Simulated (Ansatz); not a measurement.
# TaCl+ (doublet): the correlation ladder, def2-QZVPP

An exercise on one series of results from a longer session: the logs are not shown, and one member is left open.

Method: def2-QZVPP, core rule «outside noble gas», up to 9 orbitals frozen; program: Ansatz 0.2.0, Gaussian basis.

The runs, in order: UHF; ROHF; CCSD(T) on UHF.

### The geometry

The geometry is a PBE0/def2-TZVP stationary point (not a proven minimum). No spin-orbit coupling is included. Elements past krypton take def2 core potentials.

2 atoms, charge 1, spin multiplicity 2.

Atoms are counted from 1 here; the program's logs count them from 0.

Bond lengths: Ta1–Cl2 2.156 Å.

The first run:

The input, in.yaml:

```yaml
crystal:
  periodic: [false, false, false]
  atoms:
    - {symbol: Ta, position_ang: [0.000000, 0.000000, 0.000000]}
    - {symbol: Cl, position_ang: [0.000000, 0.000000, 2.155600]}
basis:
  gaussian: {orbitals: "def2-QZVPP.json"}
total_charge: 1
magnetization: {spin_polarized: true, initial_magnetization: 1}
hamiltonian: {xc: hf}
output: {orbitals: {seedname: orbitals}}
```

On the command line:

```sh
$ ansatz run in.yaml --threads 1 --pin off --events-out ev --progress --plain --max-ram 4096MiB --backend cpu
```

Steps of the session up to this table: UHF; ROHF; CCSD(T) on UHF.

One of the session's tables, all rows but one given; the rest of the session is left out.

```
  method  from UCCSD(T) (kJ/mol)
    ROHF                       ?
     UHF                  +845.5
    UMP2                  +112.2
   UCCSD                   +51.4
UCCSD(T)                       0
```

Q: Estimate the row for ROHF from the others.

**Answer.** from UCCSD(T) (kJ/mol): +920.6. In the column «from UCCSD(T) (kJ/mol)» it is the highest.

The program flags UCCSD(T) as in doubt (see the logs), so the zero of the table is itself unsure.

Limits of these values: The determinant is far from a pure spin state, so its energy mixes those of several spin states (harmless only where they are near-degenerate, as at dissociation). The program flags UCCSD(T) as in doubt, so the zero of the table is itself unsure. Warnings: spin contamination; coupled cluster took another determinant than the lowest.
